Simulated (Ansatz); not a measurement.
# SiCl3O (SMILES [O][Si](Cl)(Cl)Cl) at UHF/def2-SVP

What is the electronic atomisation energy of SiCl3O at UHF/def2-SVP? 

The results are computed with Ansatz 0.2.0.

61 further runs of the same task are left out: 10 that didn't finish, 51 set aside as unsound or not needed. Runs told in other sessions of the task aren't counted.

## 1. Starting point

SiCl3O has 5 atoms, charge 0, and is taken as a doublet. As SMILES, `[O][Si](Cl)(Cl)Cl`. The shape is that of a PBE0-D4/def2-TZVP optimisation.

Bond lengths: O1–Si2 1.645 Å, Si2–Cl3 2.018 Å, Si2–Cl4 2.020 Å, Si2–Cl5 2.018 Å. Angles: O1–Si2–Cl3 111.8°, O1–Si2–Cl4 100.7°, O1–Si2–Cl5 111.8°, Cl3–Si2–Cl4 111.9°, Cl3–Si2–Cl5 108.6°, Cl4–Si2–Cl5 111.9°.

## 2. The energy at UHF/def2-SVP

in.yaml

```yaml
crystal:
  periodic: [false, false, false]
  atoms:
    - {symbol: O, position_ang: [0.815000, -1.070800, 1.039300]}
    - {symbol: Si, position_ang: [0.038600, -0.018800, 0.041000]}
    - {symbol: Cl, position_ang: [-1.536500, 0.855600, 0.950500]}
    - {symbol: Cl, position_ang: [-0.542800, -1.265500, -1.438700]}
    - {symbol: Cl, position_ang: [1.275600, 1.425900, -0.633600]}
basis:
  gaussian:
    orbitals: def2-SVP
magnetization:
  spin_polarized: true
  initial_magnetization: 1
hamiltonian:
  xc: hf
accuracy: high
output: {orbitals: {seedname: orbitals}}
```

Run with:

```
$ ansatz run in.yaml --threads 1 --pin off --max-ram 3480MiB --events-out events.jsonl --progress --plain --runs-dir runs
```

The log of the run:

```text
Warning: RAYON_NUM_THREADS=1 ignored (pool sized by the plan → 1); use --threads N
Functional definition: HF
  name "HF"
  exchange = exact_x
  correlation = 0
1630 factors; integrals over basis functions are off by at most 3.6e-9 eV
mean field evaluation 1: about -47386.1059 eV, gradient 3.7e1 eV
mean field evaluation 2: about -47386.1791 eV, gradient 3.7e1 eV
mean field evaluation 4: about -47396.5484 eV, gradient 1.7e1 eV
mean field evaluation 8: about -47398.1071 eV, gradient 3.3e-1 eV
mean field evaluation 16: about -47398.1122 eV, gradient 2.5e-5 eV
mean field evaluation 32: about -47398.0546 eV, gradient 1.4e-1 eV
mean field evaluation 64: about -47386.9258 eV, gradient 3.5e1 eV
mean field evaluation 96: about -47392.0682 eV, gradient 3.5e1 eV
mean field evaluation 128: about -47397.9872 eV, gradient 1.8e0 eV
mean field evaluation 160: about -47398.1122 eV, gradient 3.3e-6 eV
mean field -47398.11222426 eV, -1741.8484966471 hartree, gradient 2.1e-8 eV, S^2 0.755465; 3 other end points of the search recorded, 0 dependent functions left out
reference -47398.11222426 eV, -1741.8484966471 hartree; 37, 36 occupied and 49, 50 virtual orbitals, 1630 factors
Total energy: -47398.11222426 eV, -1741.8484966471 hartree
```

It took 14 s on 1 thread of Arm Neoverse V2, shared host; peak memory 0.54 GiB.

## 3. The Cl atom at the same level

run.yaml

```yaml
crystal:
  periodic: [false, false, false]
  atoms:
    - symbol: Cl
      position_ang: [0.000000, 0.000000, 0.000000]
basis:
  gaussian:
    orbitals: def2-SVP
magnetization:
  spin_polarized: true
  initial_magnetization: 1
accuracy: high
hamiltonian:
  xc: hf
```

Run with:

```
$ ansatz run run.yaml --threads 1 --pin off --max-ram 3480MiB --events-out events.jsonl --progress --plain --runs-dir runs
```

The log of the run:

```text
Warning: RAYON_NUM_THREADS=1 ignored (pool sized by the plan → 1); use --threads N
[... 4 set-up lines as earlier in the session ...]
134 factors; integrals over basis functions are off by at most 2.6e-9 eV
mean field evaluation 1: about -12498.5814 eV, gradient 4.6e0 eV
mean field evaluation 2: about -12498.5838 eV, gradient 4.6e0 eV
mean field evaluation 4: about -12498.7139 eV, gradient 2.7e-1 eV
mean field evaluation 8: about -12498.7150 eV, gradient 3.1e-7 eV
mean field evaluation 16: about -12498.6548 eV, gradient 2.8e0 eV
mean field evaluation 32: about -12498.7143 eV, gradient 3.0e-1 eV
mean field -12498.71497284 eV, -459.3193033187 hartree, gradient 2.3e-8 eV, S^2 0.755409; 0 other end points of the search recorded, 0 dependent functions left out
reference -12498.71497284 eV, -459.3193033187 hartree; 9, 8 occupied and 9, 10 virtual orbitals, 134 factors
Total energy: -12498.71497284 eV, -459.3193033187 hartree
```

It took 0.09 s on 1 thread of Arm Neoverse V2, shared host.

## 4. The O atom, same level

molecule.yaml

```yaml
crystal:
  periodic: [false, false, false]
  atoms:
    - {symbol: O, position_ang: [0.000000, 0.000000, 0.000000]}
basis:
  gaussian: {orbitals: def2-SVP}
magnetization: {spin_polarized: true, initial_magnetization: 2}
hamiltonian: {xc: hf}
accuracy: high
```

Run the same way, it converges to -74.72010 Eh (log not shown).

## 5. The Si atom

run.yaml

```yaml
crystal:
  periodic: [false, false, false]
  atoms:
    - {symbol: Si, position_ang: [0.000000, 0.000000, 0.000000]}
basis:
  gaussian:
    orbitals: def2-SVP
magnetization:
  spin_polarized: true
  initial_magnetization: 2
hamiltonian:
  xc: hf
accuracy: high
```

Run the same way, it converges to -288.75313 Eh (log not shown).

## 6. What came out

At UHF/def2-SVP:

| quantity | value |
| --- | --- |
| molecule: total energy | -1741.84850 Eh |
| molecule: HOMO energy (highest over α and β) | -12.96 eV |
| molecule: LUMO energy (lowest over α and β) | 0.68 eV |
| molecule: ⟨S²⟩ | 0.755 |
| Cl atom: total energy | -459.31930 Eh |
| Cl atom: ⟨S²⟩ | 0.755 |
| O atom: total energy | -74.72010 Eh |
| O atom: ⟨S²⟩ | 2.005 |
| Si atom: total energy | -288.75313 Eh |
| Si atom: ⟨S²⟩ | 2.009 |
| electronic atomisation energy | 11.357 eV |

**Reading.** Taking the molecule apart into free atoms costs 11.36 eV (262 kcal/mol), before zero-point energy and without spin-orbit coupling. Hartree–Fock lacks the correlation of the bonding pairs, which as a rule makes this value much too low; in minimal bases other errors can mask that.
